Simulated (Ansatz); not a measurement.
Crystal: Ge2Sb2Te5.

```
Te Sb Ge
1.0
     6.83914   -3.06601    0.00000
     6.83914    3.06601    0.00000
    -6.83098    0.00000    6.84761
Te Sb Ge
5 2 2
Direct
  0.59470 0.59470 0.38643
  0.79529 0.79529 0.19611
  0.00832 0.00832 0.00643
  0.20652 0.20652 0.80980
  0.39996 0.39996 0.59712
  0.90171 0.90171 0.58787
  0.11187 0.11187 0.41735
  0.28429 0.28429 0.18783
  0.49734 0.49734 0.01104
```

The cell comes from a database or a generator and needn't be the stable form of this composition.

Base run:

```yaml
Program: Ansatz 0.2.0
Functional: PBE
Potentials_or_basis: Ansatz PAW
Cutoff: "420 eV (not typed: the program's choice for these potentials)"
k_mesh: 4 × 4 × 3
Occupations: fermi-dirac, width 0.05 eV
Spin: no spin polarisation
```

Its results: band gap on the k mesh 0.06 eV, direct; pressure -0.1 GPa; largest force 0.158 eV/Å.

Problem. The run is repeated on the same cell with these changes: functional from PBE to LDA. What comes out?

Solution. Band gap on the k mesh 0.07 eV, direct; pressure -3.5 GPa; largest force 0.199 eV/Å.

LDA binds more tightly than PBE, so the same cell stands under less pressure.

Caveats: spin-orbit coupling is left out, which moves the levels of the heavy elements; the PAW data sets come from PBE, with cores solved anew for the run's functional, which leaves a small shift of forces and pressure (some runs).
